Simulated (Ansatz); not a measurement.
# C3H5BO: how energies converge with the basis set

An exercise on one series of results from a longer session: the logs are not shown, and one member is left open.

Method: one geometry, several basis sets; program: Ansatz 0.2.0, Gaussian basis.

The runs, in order: PBE0-D4/def2-SVP; ωB97M-V/def2-SVP; PBE0-D4/def2-QZVPP; ωB97M-V/def2-QZVPP; the functionals' def2-TZVPP values are taken from earlier runs.

## The relaxed structure

An earlier PBE0-D4 in a triple-zeta def2 set relaxation fixed the geometry.

SMILES `BC1OC1=C`, 10 atoms, charge 0, spin multiplicity 1.

Atoms are counted from 1 here; the program's logs count them from 0.

Bond lengths: B1–C2 1.531 Å, B1–H6 1.195 Å, B1–H7 1.192 Å, C2–O3 1.495 Å, C2–C4 1.456 Å, C2–H8 1.087 Å, O3–C4 1.324 Å, C4–C5 1.315 Å, C5–H9 1.082 Å, C5–H10 1.080 Å. Angles: C2–B1–H6 118.9°, C2–B1–H7 119.7°, H6–B1–H7 121.3°, B1–C2–O3 117.7°, B1–C2–C4 113.4°, B1–C2–H8 124.6°, O3–C2–C4 53.3°, O3–C2–H8 111.9°, C4–C2–H8 115.3°, C2–O3–C4 61.8°, C2–C4–O3 64.9°, C2–C4–C5 153.4°, O3–C4–C5 141.7°, C4–C5–H9 120.6°, C4–C5–H10 119.9°, H9–C5–H10 119.5°.

The first run:

File in.yaml:

```yaml
crystal:
  periodic: [false, false, false]
  atoms:
    - {symbol: B, position_ang: [-1.463625, -0.877779, -0.285318]}
    - {symbol: C, position_ang: [-0.012995, -0.973285, 0.195477]}
    - {symbol: O, position_ang: [1.069127, -0.774226, -0.817247]}
    - {symbol: C, position_ang: [0.752437, 0.243901, -0.032488]}
    - {symbol: C, position_ang: [1.062944, 1.499496, 0.204722]}
    - {symbol: H, position_ang: [-2.345405, -1.005035, 0.511222]}
    - {symbol: H, position_ang: [-1.691383, -0.614042, -1.425101]}
    - {symbol: H, position_ang: [0.321490, -1.583859, 1.030323]}
    - {symbol: H, position_ang: [1.859284, 1.983572, -0.345275]}
    - {symbol: H, position_ang: [0.531225, 2.050055, 0.966685]}
basis:
  gaussian: {orbitals: def2-SVP}
hamiltonian: {xc: pbe0, dispersion: d4}
output: {orbitals: {seedname: orbitals}}
```

Launch:

```sh
$ ansatz run in.yaml --threads 2 --pin off --events-out ev --progress --plain --max-ram 4352MiB
```

Among the steps run: PBE0-D4 in def2-SVP; ωB97M-V in def2-SVP; PBE0-D4 in def2-QZVPP; ωB97M-V in def2-QZVPP.

One of the session's tables, all rows but one given; the rest of the session is left out.

| functional | basis | HOMO (eV) | LUMO (eV) |
| --- | --- | --- | --- |
| PBE0-D4 | def2-SVP | -7.16 | -1.77 |
| PBE0-D4 | def2-TZVPP | -7.23 | -1.84 |
| PBE0-D4 | def2-QZVPP | ? | ? |
| ωB97M-V | def2-SVP | -9.38 | 0.28 |
| ωB97M-V | def2-TZVPP | -9.46 | 0.09 |
| ωB97M-V | def2-QZVPP | -9.48 | 0.02 |

Estimate the missing values for PBE0-D4, def2-QZVPP.

**Answer.** HOMO (eV): -7.25; LUMO (eV): -1.86. In the column «HOMO (eV)» it lies between ωB97M-V, def2-SVP (-9.38) and PBE0-D4, def2-TZVPP (-7.23).
